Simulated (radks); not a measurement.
# Cr²⁺ in [Ne] 3s1 3p6 3d4 4f1: an all-electron calculation

What are the levels of the chromium ion Cr2+, how large are its shells, and how does its energy divide?

Program: radks (a radial shooting solver on a logarithmic mesh, Libxc functionals) version 1. Level of theory: Dirac Kohn-Sham, LDA (Slater exchange, Perdew-Wang correlation), spin-unpolarised, spherical densities, finite nucleus; open shells fill j = l - 1/2 first. These are calculated values, not measurements, unless marked.

## (1) What is computed

```
element            : chromium (Z = 24)
charge             : +2
electrons          : 22
configuration      : [Ne] 3s1 3p6 3d4 4f1
nuclear rms radius : 3.6452 fm
```

## (2) Self-consistent calculation

Input:

```text
Z 24
configuration [Ne] 3s1 3p6 3d4 4f1
relativity Dirac
functional lda,pw
spin unpolarised
j_filling energy
nucleus finite rms 3.6452 fm
c 137.035999084
```

**Question.** What will this run give?

The runs gave:

| quantity | value |
| --- | --- |
| total energy | -1044.10315 hartree |
| exchange-correlation share of it | 4.34 % |
| −T/E | 1.0112 |
| highest occupied level | 4f5/2, -6.241 eV |
| most extended occupied level | 4f5/2, <r> = 5.77 bohr |
| radius at density 0.001 e/bohr³ | 3.38 bohr |
| maxima of the radial density | 4 |

**Reading.** 4 principal shells are occupied and 4 maxima appear in the radial density. −T/E is 1.011: with relativity the kinetic term as defined here no longer equals −E. This is not the tabulated ground configuration, so its levels and sizes aren't those of the ground state, and no measured value stands beside it.
